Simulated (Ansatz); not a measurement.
NaLaMnMoO6:

```
Na La Mn Mo O
1.0
     5.10934   -0.00669    0.01056
    -0.23945    5.68925    0.00703
    -0.92899   -2.82542    5.11884
Na La Mn Mo O
1 1 1 1 6
Direct
  0.40776 0.38086 0.07519
  0.03690 0.66325 0.68598
  0.44271 0.04268 0.40638
  0.90251 0.96387 0.30442
  0.73627 0.69569 0.99417
  0.72288 0.91846 0.55299
  0.70112 0.27368 0.37292
  0.19224 0.75325 0.36660
  0.17926 0.03365 0.11672
  0.20034 0.27462 0.63197
```

The cell was built by a generator and needn't be a form met in nature.

| Property | Result |
| --- | --- |
| Program | Ansatz 0.2.0 |
| Task | relaxation of cell and atoms |
| Functional | BLYP |
| Potentials or basis | Ansatz PAW |
| Cutoff | 420 eV (not typed: the program's choice for these potentials) |
| k mesh | 4 × 4 × 4 |
| Occupations | fermi-dirac, width 0.05 eV |
| Spin | collinear spin, ferromagnetic start |
| Starting moments | [0.0, 0.0, 4.0, 1.0, 0.0, 0.0, 0.0, 0.0, 0.0, 0.0] μB |

At the start: volume 14.90 Å³/atom.

Question: How do energy, volume and symmetry change on relaxing?

Answer: It ends after 14 steps and the volume is 15.48 Å³/atom (+3.9 %); space group P1 (No. 1, to 0.05 Å); moment 3.00 μB per cell.

Step by step:
| step | energy change (eV) | largest force (eV/Å) | volume (Å³) |
| --- | --- | --- | --- |
| 1 | 0.0000 | 0.4081 | 148.95 |
| 2 | -0.0068 | 0.3712 | 155.35 |
| 3 | -0.0364 | 0.1009 | 153.60 |
| 4 | -0.0380 | 0.0865 | 153.67 |
| 5 | -0.0364 | 0.0671 | 154.20 |
| 6 | -0.0369 | 0.0274 | 154.32 |
| 7 | -0.0370 | 0.0164 | 154.31 |
| 8 | -0.0368 | 0.0352 | 154.38 |
| 9 | -0.0372 | 0.0139 | 154.31 |
| 10 | -0.0374 | 0.0072 | 154.28 |
| 11 | -0.0614 | 0.0067 | 154.28 |
| 12 | -0.0597 | 0.0294 | 154.84 |
| 13 | -0.0599 | 0.0082 | 154.81 |
| 14 | -0.0618 | 0.0082 | 154.81 |

Final structure:
```cif
data_structure
_symmetry_space_group_name_H-M 'P 1'
_symmetry_Int_Tables_number 1
_cell_length_a 5.1793
_cell_length_b 5.7510
_cell_length_c 5.9978
_cell_angle_alpha 117.779
_cell_angle_beta 98.994
_cell_angle_gamma 92.289
_cell_volume 154.81
loop_
_atom_site_label
_atom_site_type_symbol
_atom_site_fract_x
_atom_site_fract_y
_atom_site_fract_z
_atom_site_occupancy
Na1 Na 0.39852 0.37847 0.07552 1
La1 La 0.03241 0.66179 0.68433 1
Mn1 Mn 0.44382 0.04560 0.40947 1
Mo1 Mo 0.90332 0.96158 0.30122 1
O1 O 0.73930 0.69386 0.99675 1
O2 O 0.72555 0.92047 0.55074 1
O3 O 0.70123 0.27072 0.36999 1
O4 O 0.19473 0.75815 0.37186 1
O5 O 0.17872 0.03042 0.11608 1
O6 O 0.20438 0.27894 0.63138 1
```

Caveat: the plane-wave basis is chosen anew once the cell has moved, so the energies of steps on either side of that aren't comparable; the pressure holds a Pulay correction of +0.6 GPa for the finite cutoff; a cell with one magnetic atom can't hold antiferromagnetic order, which such compounds often take; the PAW data sets come from PBE, with cores solved anew for the run's functional, which leaves a small shift of forces and pressure; the starting moments weren't kept.
